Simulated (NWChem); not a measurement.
# Volume series of BP (zincblende structure): conduction valleys

All runs are NWChem calculations. Level: revPBE, default library pseudopotentials (valence charges P 5, B 3), cutoff 30 Ha, shifted 4×4×4 mesh, two-atom cell, no spin-orbit coupling. Each row gives the lowest empty level at Γ, at L and on the outer part of the line to X, counted from the valence top at Γ within the same run; other points weren't sampled.

```
ln(V/V₀)  a (Å)  Γ (eV)  L (eV)  X line (eV)
--------  -----  ------  ------  -----------
-0.062    4.447    3.53    4.18         1.24
-0.041    4.478    3.50    4.05         1.27
-0.020    4.509    3.46    3.92         1.30
0.000     4.540    3.43    3.80         1.32
0.020     4.570    3.40    3.68         1.35
0.039     4.599       ?       ?            ?
0.058     4.629    3.34    3.45         1.40
```

Question: Fit a line in ln V to each valley, give the slopes, and predict the withheld row.

Answer: Slopes dE/d(ln V): Γ -1.6 eV, L -6.0 eV, X line 1.3 eV (largest miss of a line 0.00 eV). With this level's bulk modulus of about 160 GPa, dE/dP = −slope/B gives Γ 10 meV/GPa, L 38 meV/GPa, X line -8 meV/GPa. The lowest valley is X line in every row. Predicted against computed: Γ 3.37 against 3.37, L 3.56 against 3.56, X line 1.37 against 1.37 eV.
